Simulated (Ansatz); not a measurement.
**C₆H₁₆F₂HfN₂: relaxing the structure**

The task is to find a stationary geometry of C₆H₁₆F₂HfN₂, and look at its orbitals and charge.

Method: RKS PBE0-D4/def2-TZVP; program: Ansatz 0.2.0, Gaussian basis.

Plan: relaxation at PBE0-D4/def2-TZVP; a single point in def2-TZVPP for the fields.

## Step 1: The starting structure

SMILES `CC(C)[NH][Hf]([F])([F])[NH]C(C)C`, 27 atoms, charge 0, spin multiplicity 1.

Atoms are counted from 1 here; the program's logs count them from 0.

Bond lengths: C1–C2 1.549 Å, C1–H12 1.090 Å, C1–H13 1.095 Å, C1–H14 1.101 Å, C2–C3 1.533 Å, C2–N4 1.458 Å, C2–H15 1.103 Å, C3–H16 1.089 Å, C3–H17 1.087 Å, C3–H18 1.087 Å, N4–Hf5 1.987 Å, N4–H19 1.029 Å, Hf5–F6 1.878 Å, Hf5–F7 1.879 Å, Hf5–N8 1.987 Å, N8–C9 1.458 Å, N8–H20 1.029 Å, C9–C10 1.533 Å and more. Angles: C2–C1–H12 110.8°, C2–C1–H13 109.6°, C2–C1–H14 110.2°, H12–C1–H13 108.5°, H12–C1–H14 108.5°, H13–C1–H14 109.2°, C1–C2–C3 110.1°, C1–C2–N4 111.0°, C1–C2–H15 108.7°, C3–C2–N4 111.4°, C3–C2–H15 108.6°, N4–C2–H15 107.0°, C2–C3–H16 110.1°, C2–C3–H17 110.9°, C2–C3–H18 109.6°, H16–C3–H17 108.8°, H16–C3–H18 108.6°, H17–C3–H18 108.8° and more.

The start is a GFN2-xTB geometry. Hf takes the def2 core potential; no spin-orbit term is included.

## Step 2: Relaxation at PBE0-D4/def2-TZVP

in.yaml

```yaml
crystal:
  periodic: [false, false, false]
  atoms:
    - {symbol: C, position_ang: [1.140330, 1.954050, 1.789720]}
    - {symbol: C, position_ang: [-0.377920, 2.185840, 1.585120]}
    - {symbol: C, position_ang: [-0.978800, 2.860160, 2.823670]}
    - {symbol: N, position_ang: [-1.060290, 0.934730, 1.277890]}
    - {symbol: Hf, position_ang: [0.130500, 0.036130, -0.033990]}
    - {symbol: F, position_ang: [0.663380, 1.317220, -1.300170]}
    - {symbol: F, position_ang: [1.467080, -0.890200, 0.906510]}
    - {symbol: N, position_ang: [-1.014230, -1.313970, -0.935730]}
    - {symbol: C, position_ang: [-0.063340, -2.261160, -1.504740]}
    - {symbol: C, position_ang: [-0.744190, -3.207750, -2.499710]}
    - {symbol: C, position_ang: [1.111750, -1.521600, -2.192290]}
    - {symbol: H, position_ang: [1.632780, 2.871880, 2.111450]}
    - {symbol: H, position_ang: [1.294410, 1.189300, 2.557780]}
    - {symbol: H, position_ang: [1.604260, 1.620190, 0.849230]}
    - {symbol: H, position_ang: [-0.520770, 2.852260, 0.717870]}
    - {symbol: H, position_ang: [-0.801050, 2.248340, 3.706630]}
    - {symbol: H, position_ang: [-0.538370, 3.841120, 2.983260]}
    - {symbol: H, position_ang: [-2.051540, 2.974380, 2.692410]}
    - {symbol: H, position_ang: [-1.127690, 0.397460, 2.152870]}
    - {symbol: H, position_ang: [-1.544250, -0.903030, -1.716010]}
    - {symbol: H, position_ang: [0.335320, -2.859160, -0.668050]}
    - {symbol: H, position_ang: [-0.052740, -3.974160, -2.840570]}
    - {symbol: H, position_ang: [-1.102670, -2.649860, -3.363150]}
    - {symbol: H, position_ang: [-1.593530, -3.688890, -2.022080]}
    - {symbol: H, position_ang: [0.720320, -0.825590, -2.941060]}
    - {symbol: H, position_ang: [1.776380, -2.228170, -2.689900]}
    - {symbol: H, position_ang: [1.694900, -0.959540, -1.446980]}
basis:
  gaussian: {orbitals: def2-TZVP}
hamiltonian: {xc: pbe0, dispersion: d4}
relax: {f_tol: 0.005, max_steps: 150}
```

On the command line:

```console
$ ansatz run in.yaml --threads 11 --pin off --events-out ev --progress --plain --max-ram 120832MiB --backend cuda --devices 0, --max-vram 75GiB
```

After this run come: A single point for the fields.

Before running them: what should the planned runs give, taken together? Wanted: point group; shift from the start; total energy; dispersion term; dipole moment; HOMO, LUMO.

As calculated:

| quantity | value |
| --- | --- |
| point group | C2 |
| steps | 24 |
| shift from the start (rms) | 0.968 Å |
| total energy | -16200.5093 eV |
| dispersion term | -572 meV |
| dipole moment | 3.09 D |
| HOMO, LUMO | -6.93, -0.32 eV |

What this shows: The atoms moved 0.97 Å (rms) from the start; the bond that changed most is Hf5–F6, from 1.878 to 1.929 Å. No vibrations were run, so it is not proven to be a minimum. The largest Mulliken charge, +1.30 e, sits on Hf5. The HOMO lies mostly on N4, N8 about 31 % each and the LUMO on Hf5 51 %; H19, H20 about 7 % each.
